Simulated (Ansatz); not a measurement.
# CO2, space group Pna2_1: a single point

Computed with Ansatz 0.2.0, Python API.

Typed at the interpreter:
```pycon
>>> from pathlib import Path
>>> import json
>>> import ansatz as az
>>> from ase import Atoms
>>> import numpy as np
>>> atoms = Atoms(
...     ['C', 'C', 'C', 'C', 'O', 'O', 'O', 'O', 'O', 'O', 'O', 'O'],
...     scaled_positions=[
...         [0.66376, 0.237282, 0.102277],
...         [0.33624, 0.762718, 0.602277],
...         [0.83624, 0.737282, 0.602277],
...         [0.16376, 0.262718, 0.102277],
...         [0.565421, 0.327711, 0.048622],
...         [0.434579, 0.672289, 0.548622],
...         [0.934579, 0.827711, 0.548622],
...         [0.065421, 0.172289, 0.048622],
...         [0.76255, 0.146742, 0.1571],
...         [0.23745, 0.853258, 0.6571],
...         [0.73745, 0.646742, 0.6571],
...         [0.26255, 0.353258, 0.1571],
...     ],
...     cell=[
...         [10.994667, 0.0, 0.0],
...         [0.0, 3.766817, 0.0],
...         [0.0, 0.0, 5.583264],
...     ],
...     pbc=True,
... )
>>> cell = az.Crystal.from_ase(atoms)
>>> cell.resolved().sites[-1]
Site(symbol='O', position=(0.26255, 0.353258, 0.1571), moment=None, axis=None, held=None, saved=None)
>>> base = (
...     cell.calculation()
...     .kpoints(2, 5, 3, center='gamma')
...     .occupations(az.OccupationsMethod.FIXED)
...     .pseudopotentials('paw')
...     .functional('r2scan')
...     .potential()
...     .density_of_states(energy_step=0.1)
...     .stress()
...     .density()
...     .output_files(volumetric_format=['xsf', 'npy'])
... )
>>> outcome = base.run()
DeckWarning: basis.ecutwfc = 500 eV, auto-derived from the records' recommended cutoffs: set by C (their level for a meta-GGA)
>>> data = outcome.report
>>> data['mixing_algorithm'], data['preconditioner'], data['eigensolver']
('MSR1', 'Resta', 'band_cg')
>>> data['kpoints_frac'][:4]
[[0.0, 0.0, 0.0], [0.0, 0.0, 0.3333333333333333], [0.0, 0.2, 0.0], [0.0, 0.2, 0.3333333333333333]]
>>> [(site.symbol, site.position_frac.round(4).tolist()) for site in outcome.lattice.sites]
[(<Element.C: 'C'>, [0.6638, 0.2373, 0.1023]), (<Element.C: 'C'>, [0.3362, 0.7627, 0.6023]), (<Element.C: 'C'>, [0.8362, 0.7373, 0.6023]), (<Element.C: 'C'>, [0.1638, 0.2627, 0.1023]), (<Element.O: 'O'>, [0.5654, 0.3277, 0.0486]), (<Element.O: 'O'>, [0.4346, 0.6723, 0.5486]), (<Element.O: 'O'>, [0.9346, 0.8277, 0.5486]), (<Element.O: 'O'>, [0.0654, 0.1723, 0.0486]), (<Element.O: 'O'>, [0.7625, 0.1467, 0.1571]), (<Element.O: 'O'>, [0.2374, 0.8533, 0.6571]), (<Element.O: 'O'>, [0.7375, 0.6467, 0.6571]), (<Element.O: 'O'>, [0.2626, 0.3533, 0.1571])]
>>> for key in ('converged', 'n_iterations', 'n_electrons', 'n_kpoints', 'n_pw', 'n_symmetry_ops', 'free_energy_ev', 'fermi_energy_ev'):
...     print(f'{key:18s} {data[key]}')
...
converged          True
n_iterations       8
n_electrons        64.0
n_kpoints          12
n_pw               5865
n_symmetry_ops     4
free_energy_ev     -5550.39937017689
fermi_energy_ev    -4.250709056020499
>>> v = outcome.potential()
>>> line = v.v_es_ev.mean(axis=(0, 1))
>>> print('planar mean of the electrostatic potential along the third grid axis (eV):')
planar mean of the electrostatic potential along the third grid axis (eV):
>>> np.round(line[:: max(len(line) // 12, 1)], 3)
array([ 0.47 , -3.639, -3.865,  0.19 ,  3.521,  4.5  ,  4.318,  2.259,
       -1.593, -4.535, -1.91 ,  2.025,  4.287,  4.51 ,  3.691])
>>> dos = outcome.density_of_states()
>>> energy = np.asarray(dos.energies_ev) - dos.fermi_ev
>>> states, count = np.asarray(dos.spin_summed_g_bin_mean_per_ev), np.asarray(dos.spin_summed_integrated)
>>> g_fermi = float(np.interp(0.0, energy, states))
>>> print(f'g(E_F) = {g_fermi:.3f} states/eV per cell')
g(E_F) = 8.119 states/eV per cell
>>> for low, high in ((-10, -6), (-6, -3), (-3, 0), (0, 3)):
...     print(f'states between {low} and {high} eV: {np.interp(high, energy, count) - np.interp(low, energy, count):.3f}')
...
states between -10 and -6 eV: 0.000
states between -6 and -3 eV: 32.000
states between -3 and 0 eV: 15.656
states between 0 and 3 eV: 0.344
>>> print('pressure by term (GPa)')
pressure by term (GPa)
>>> for term, tensor in data['stress_terms_gpa'].items():
...     if np.any(tensor):
...         print(f'  {term:28s} {np.trace(np.array(tensor)) / 3:12.3f}')
...
  kinetic                           803.605
  hartree                           449.063
  ewald                            -405.822
  local_pseudopotential            -620.779
  nonlocal_pseudopotential         -114.564
  augmentation                       50.090
  nlcc                               -7.995
  xc                               -157.087
  augmentation_tail                  -0.029
  scf_correction                      0.000
  pulay_correction                    0.054
>>> print(f'  {"total":28s} {np.trace(np.array(data["stress_gpa"])) / 3:12.3f}')
  total                              -3.465
>>> keep = ['free_energy_ev', 'energy_sigma0_ev', 'fermi_energy_ev', 'n_iterations', 'converged', 'magnetization_mub', 'n_kpoints']
>>> with open('co2.json', 'w') as handle:
...     json.dump({key: data[key] for key in keep}, handle, indent=1)
...
>>> folder = Path(outcome.write_results('volumes'))
>>> print(sorted(path.name for path in folder.iterdir()))
['dos.tsv', 'fields.json', 'rho.npy', 'rho.xsf', 'rho_z.tsv', 'v_es.npy', 'v_es.xsf', 'v_tot.npy', 'v_tot.xsf', 'v_z.tsv']
>>> head = (folder / 'rho.xsf').read_text().split('BEGIN_BLOCK')[0]
>>> print(head)
CRYSTAL
PRIMVEC
   10.994667    0.000000    0.000000
    0.000000    3.766817    0.000000
    0.000000    0.000000    5.583264
PRIMCOORD
   12    1
    6    7.297820    0.893798    0.571039
    6    3.696847    2.873019    3.362671
    6    9.194180    2.777206    3.362671
    6    1.800487    0.989611    0.571039
    8    6.216616    1.234427    0.271469
    8    4.778051    2.532390    3.063101
    8   10.275385    3.117836    3.063101
    8    0.719282    0.648981    0.271469
    8    8.383983    0.552750    0.877131
    8    2.610684    3.214067    3.668763
    8    8.108017    2.436159    3.668763
    8    2.886650    1.330658    0.877131
```

It writes `co2.json`:
```json
{
 "free_energy_ev": -5550.39937017689,
 "energy_sigma0_ev": -5550.39937017689,
 "fermi_energy_ev": -4.250709056020499,
 "n_iterations": 8,
 "converged": true,
 "magnetization_mub": 0.0,
 "n_kpoints": 12
}
```

Reading the output:
- Total energies depend on the potentials; only differences at equal settings carry meaning. A total without «per atom» is that of the cell as typed.
- Along an axis with an odd division the mesh misses the point at one half; a gap read on a finite mesh is an upper bound on this functional's gap.
- Semilocal gaps usually lie well under measured ones.
- With fixed filling the reported Fermi level is the top filled level among the k-points of the SCF.
- The zero of the levels is a convention of the potentials, so an absolute Fermi energy is no work function.
- Pressure is positive in compression.
- The crystal has a gap of about 7.17 eV on the mesh; bins of finite width blur the band edges.
- The fields are valence quantities on the plane-wave grid; their values near the nuclei depend on the potentials.
- This cell is a computed structure, which may not be the phase found in nature.
- Warnings are shown shortened and without file and line.
- The density of states is complete only as far up as bands were computed.
- Timing: 17 s on 1 thread of INTEL(R) XEON(R) PLATINUM 8581C CPU @ 2.30GHz (Emerald Rapids) (shared host), peak memory 0.92 GiB.

(Lines on the test bed's own set-up are left out of the output.)
